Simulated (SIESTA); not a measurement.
Write the native input for SIESTA 5.4.2 that does the following.

| Item | Value |
| --- | --- |
| Task | single point |
| Functional | PBEsol |
| Potentials or basis | PseudoDojo 0.4 standard (PBEsol files) |
| Basis | DZP (energy shift 0.003 Ry; two zetas on semicore shells) |
| Grid cutoff | 800 Ry |
| Energy shift | 0.003 Ry |
| k mesh | 5 × 5 × 7 |
| Occupations | fermi-dirac, width 0.05 eV |
| Spin | no spin polarisation |

Crystal: ZrAsRu.

```
CELL_PARAMETERS angstrom
6.60139 0.00000 0.00000
-3.30069 5.71697 0.00000
0.00000 0.00000 3.91891
ATOMIC_POSITIONS crystal
Ru 0.75627 0.75627 0.00000
Ru 0.24373 0.00000 0.00000
Ru 0.00000 0.24373 0.00000
Zr 0.00000 0.58194 0.50000
Zr 0.58194 0.00000 0.50000
Zr 0.41806 0.41806 0.50000
As 0.33333 0.66667 0.00000
As 0.66667 0.33333 0.00000
As 0.00000 0.00000 0.50000
```

The cell comes from a database or a generator and needn't be the stable form of this composition.

The input as run:

ZrAsRu.fdf

```
SystemName                      ZrAsRu
SystemLabel                     ZrAsRu
NumberOfSpecies                 3
NumberOfAtoms                   9
%block ChemicalSpeciesLabel
  1  44 Ru
  2  40 Zr
  3  33 As
%endblock ChemicalSpeciesLabel

LatticeConstant                 1.0 Ang
%block LatticeVectors
     6.6013858070     0.0000000000     0.0000000000
    -3.3006929035     5.7169678090     0.0000000000
     0.0000000000     0.0000000000     3.9189112800
%endblock LatticeVectors
AtomicCoordinatesFormat         Fractional
%block AtomicCoordinatesAndAtomicSpecies
     0.7562661000     0.7562661000     0.0000000000  1  Ru
     0.2437339000     0.0000000000     0.0000000000  1  Ru
     0.0000000000     0.2437339000     0.0000000000  1  Ru
     0.0000000000     0.5819403600     0.5000000000  2  Zr
     0.5819403600     0.0000000000     0.5000000000  2  Zr
     0.4180596400     0.4180596400     0.5000000000  2  Zr
     0.3333333333     0.6666666667     0.0000000000  3  As
     0.6666666667     0.3333333333     0.0000000000  3  As
     0.0000000000     0.0000000000     0.5000000000  3  As
%endblock AtomicCoordinatesAndAtomicSpecies

%block kgrid.MonkhorstPack
    5   0   0  0.0
    0   5   0  0.0
    0   0   7  0.0
%endblock kgrid.MonkhorstPack
XC.Functional                   GGA
XC.Authors                      PBEsol
PAO.BasisSize                   DZP
PAO.EnergyShift                 0.003 Ry
Mesh.Cutoff                     800 Ry
OccupationFunction              FD
ElectronicTemperature           0.05 eV
MaxSCFIterations                120
SCF.MustConverge                false
SCF.Mixer.Method                Pulay
SCF.Mixer.Weight                0.25
SCF.Mixer.History               8
SCF.DM.Tolerance                5.0e-05
SCF.H.Tolerance                 1.0e-03 eV
WriteForces                     true
Charge.Mulliken                 end
%block PAO.Basis
  Ru 5
  n=4 0 2
    3.003 0.000
  n=5 0 2
    8.548 0.000
  n=4 1 2
    3.442 0.000
  n=5 1 1
    8.548
  n=4 2 2
    5.925 0.000
  Zr 5
  n=4 0 2
    3.497 0.000
  n=5 0 2
    8.986 0.000
  n=4 1 2
    4.065 0.000
  n=5 1 1
    8.986
  n=4 2 2
    7.326 0.000
  As 4
  n=4 0 2
    5.501 0.000
  n=4 1 2
    7.312 0.000
  n=3 2 2
    2.890 0.000
  n=4 2 1
    7.312
%endblock PAO.Basis
```

Potentials or basis: PseudoDojo 0.4 standard (PBEsol files), DZP (energy shift 0.003 Ry; two zetas on semicore shells).

Launch:

```bash
$ siesta ZrAsRu.fdf > ZrAsRu.out 2>&1
```

It gave:

```yaml
Pressure: -1.6 GPa
Largest_force: 0.047 eV/Å
Band_gap_on_the_k_mesh: none (metal or under the smearing width)
```

Caveat: the basis of atomic orbitals isn't converged, which shifts pressures, moduli and gaps.

Wall time 5.5 min on 1 thread of Arm Neoverse V2, on a shared host, peak memory 0.92 GiB.
